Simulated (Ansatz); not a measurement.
# FGeH5: the cost of one run

The runs use Ansatz 0.2.0; RKS SPW92 (LDA)/def2-TZVP.

## 1. Reference run: GeH5F, relaxed

input.yaml

```yaml
crystal:
  periodic: [false, false, false]
  atoms:
    - { symbol: Ge, position_ang: [-0.560697, -0.198744, -0.013066] }
    - { symbol: F, position_ang: [0.742838, 1.42679, -0.318507] }
    - { symbol: H, position_ang: [-0.460601, -1.34035, -1.051017] }
    - { symbol: H, position_ang: [-0.776363, -0.632648, 1.454973] }
    - { symbol: H, position_ang: [-1.669803, 0.806746, -0.435717] }
    - { symbol: H, position_ang: [1.341739, 0.438668, 0.044024] }
    - { symbol: H, position_ang: [1.382786, -0.500463, 0.319211] }
basis:
  gaussian: { orbitals: def2-TZVP }
hamiltonian:
  xc: lda
output:
  forces: true
relax:
  f_tol: 0.02
  max_steps: 120
  constraints:
    - { distance: [0, 6] }
    - { distance: [1, 5] }
    - { distance: [0, 1] }
    - { distance: [5, 6] }
  escape_saddle: false
```

Command:

```console
$ ansatz run input.yaml --threads 1 --pin off --max-ram 2560MiB --backend cpu --events-out ev --progress --plain --runs-dir out
```

What time and memory should one allow on 1 thread of Arm Neoverse V2, shared host?

About 4.8 s, with a peak of 0.15 GiB.
